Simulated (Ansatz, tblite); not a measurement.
**(NMe2)3Sn-NH-SiH3 (C6H22N4SiSn): one state, many levels**

An exercise on one series of results from a longer session: the logs are not shown, and one member is left open.

Method: as each input shows; program: Ansatz 0.2.0, Gaussian basis.

The runs, in order: GFN1-xTB, GFN2-xTB, PBE-D4/def2-TZVP, r2SCAN-D4/def2-TZVP, BLYP-D4/def2-TZVP, B3LYP-D4/def2-TZVP, HF/def2-TZVP, LC-ωPBE(0.10)/def2-SVP, LC-ωPBE(0.15)/def2-SVP, LC-ωPBE(0.20)/def2-SVP, LC-ωPBE(0.30)/def2-SVP, PBE-D4/def2-SVP, PBE0-D4/def2-SVP, CCSD(T)/def2-SVP, MP2/def2-TZVP, RPA/def2-TZVP.

4 further runs of the same task are left out: 2 that didn't finish, 2 set aside as unsound or not needed. Runs told in other sessions of the task aren't counted.

### The geometry

The singlet was relaxed beforehand with PBE-D4/def2-SVP.

34 atoms, charge 0, spin multiplicity 1.

Bond lengths: Sn1–N2 2.056 Å, Sn1–N5 2.059 Å, Sn1–N8 2.068 Å, Sn1–N11 2.068 Å, N2–C3 1.451 Å, N2–C4 1.450 Å, C3–H13 1.109 Å, C3–H14 1.121 Å, C3–H15 1.117 Å, C4–H16 1.121 Å, C4–H17 1.109 Å, C4–H18 1.117 Å, N5–C6 1.449 Å, N5–C7 1.449 Å, C6–H19 1.121 Å, C6–H20 1.117 Å, C6–H21 1.109 Å, C7–H22 1.121 Å and more. Angles: N2–Sn1–N5 102.6°, N2–Sn1–N8 103.6°, N2–Sn1–N11 119.5°, N5–Sn1–N8 123.5°, N5–Sn1–N11 104.5°, N8–Sn1–N11 104.4°, Sn1–N2–C3 118.2°, Sn1–N2–C4 118.0°, C3–N2–C4 113.8°, N2–C3–H13 110.6°, N2–C3–H14 113.4°, N2–C3–H15 110.7°, H13–C3–H14 107.5°, H13–C3–H15 107.6°, H14–C3–H15 106.6°, N2–C4–H16 113.4°, N2–C4–H17 110.6°, N2–C4–H18 110.7° and more.

Sn takes a core potential in the def2 sets. No spin-orbit coupling is included.

PBE0-D4/def2-TZVP was run before; its log isn't repeated, and its numbers join the tables.

The first run:

Tight binding, by tblite at 300 K electronic temperature and without a spin-polarisation term:

```python
tblite.interface.Calculator('GFN1-xTB', numbers, positions, charge=0, uhf=0).singlepoint()
```

Tight binding, by tblite at 300 K electronic temperature and without a spin-polarisation term:

```python
tblite.interface.Calculator('GFN2-xTB', numbers, positions, charge=0, uhf=0).singlepoint()
```

start.molden holds the orbitals of an earlier run on this state, given as this run's starting guess.

in.yaml

```yaml
crystal:
  periodic: [false, false, false]
  atoms:
    - {symbol: Sn, position_ang: [0.020487, -0.106058, -0.236789]}
    - {symbol: N, position_ang: [-0.690401, 1.790833, 0.116996]}
    - {symbol: C, position_ang: [-1.901179, 1.934528, 0.903416]}
    - {symbol: C, position_ang: [-0.556695, 2.776097, -0.938676]}
    - {symbol: N, position_ang: [-0.160365, -1.003894, 1.607130]}
    - {symbol: C, position_ang: [0.390566, -0.320805, 2.760419]}
    - {symbol: C, position_ang: [-0.127996, -2.449075, 1.701197]}
    - {symbol: N, position_ang: [1.834505, 0.220860, -1.175326]}
    - {symbol: C, position_ang: [2.474873, -0.883336, -1.861896]}
    - {symbol: C, position_ang: [2.769021, 1.111676, -0.512275]}
    - {symbol: N, position_ang: [-1.008396, -1.355164, -1.523988]}
    - {symbol: Si, position_ang: [-2.720632, -1.691682, -1.383326]}
    - {symbol: H, position_ang: [-1.981606, 1.118335, 1.649858]}
    - {symbol: H, position_ang: [-2.837442, 1.922085, 0.286708]}
    - {symbol: H, position_ang: [-1.897420, 2.902875, 1.459648]}
    - {symbol: H, position_ang: [-1.435442, 2.806916, -1.633826]}
    - {symbol: H, position_ang: [0.346885, 2.574775, -1.549263]}
    - {symbol: H, position_ang: [-0.452646, 3.801849, -0.509506]}
    - {symbol: H, position_ang: [1.450420, -0.606634, 2.989046]}
    - {symbol: H, position_ang: [-0.206141, -0.551946, 3.675927]}
    - {symbol: H, position_ang: [0.361454, 0.778801, 2.616035]}
    - {symbol: H, position_ang: [0.896505, -2.862750, 1.891737]}
    - {symbol: H, position_ang: [-0.508936, -2.910941, 0.767962]}
    - {symbol: H, position_ang: [-0.776997, -2.803104, 2.538272]}
    - {symbol: H, position_ang: [3.144138, -1.497503, -1.205073]}
    - {symbol: H, position_ang: [3.110166, -0.509771, -2.700135]}
    - {symbol: H, position_ang: [1.723040, -1.571653, -2.299472]}
    - {symbol: H, position_ang: [3.441720, 1.597647, -1.258569]}
    - {symbol: H, position_ang: [3.433670, 0.598057, 0.230195]}
    - {symbol: H, position_ang: [2.227950, 1.919712, 0.021118]}
    - {symbol: H, position_ang: [-0.634679, -1.314559, -2.479545]}
    - {symbol: H, position_ang: [-3.056952, -1.652479, 0.082158]}
    - {symbol: H, position_ang: [-3.622418, -0.706228, -2.094821]}
    - {symbol: H, position_ang: [-3.049046, -3.057446, -1.935336]}
basis:
  gaussian: {orbitals: def2-TZVP, fitting: {mean_field: def2-universal-jkfit}, initial_orbitals: start.molden}
hamiltonian: {xc: pbe, dispersion: d4}
scf: {omitted_lower_state_checks: [starts]}
output: {forces: true, orbitals: {seedname: orbitals}}
```

Launch:

```console
ansatz run in.yaml --threads 2 --pin off --events-out ev --progress --plain --max-ram 32768MiB --backend cuda --devices 0, --max-vram 18GiB
```

Among the steps run: PBE-D4/def2-TZVP; r2SCAN-D4/def2-TZVP; BLYP-D4/def2-TZVP; B3LYP-D4/def2-TZVP; HF/def2-TZVP; LC-ωPBE(0.10)/def2-SVP; LC-ωPBE(0.15)/def2-SVP; LC-ωPBE(0.20)/def2-SVP; LC-ωPBE(0.30)/def2-SVP; PBE-D4/def2-SVP; PBE0-D4/def2-SVP; CCSD(T)/def2-SVP; MP2/def2-TZVP; RPA/def2-TZVP.

One of the session's tables, all rows but one given; the rest of the session is left out.

It belongs to the step «Binding energy». 

| method | binding an atom (eV) |
| --- | --- |
| HF/def2-SVP | 2.676 |
| HF/def2-TZVP | 2.643 |
| PBE-D4/def2-SVP | 3.829 |
| PBE-D4/def2-TZVP | 3.809 |
| BLYP-D4/def2-TZVP | 3.744 |
| r2SCAN-D4/def2-TZVP | 3.726 |
| B3LYP-D4/def2-TZVP | 3.748 |
| PBE0-D4/def2-SVP | 3.764 |
| PBE0-D4/def2-TZVP | ? |
| MP2/def2-SVP | 3.555 |
| MP2/def2-TZVP | 3.621 |
| CCSD/def2-SVP | 3.501 |
| CCSD(T)/def2-SVP | 3.541 |

**Question.** Estimate the row for PBE0-D4/def2-TZVP.

The run gave: binding an atom (eV): 3.743. In the column «binding an atom (eV)» it lies between r2SCAN-D4/def2-TZVP (3.726) and BLYP-D4/def2-TZVP (3.744).

Caveats from the session: Free atoms were run apart at each level; binding is atoms less cluster, divided by the number of atoms, without zero-point or spin-orbit terms.
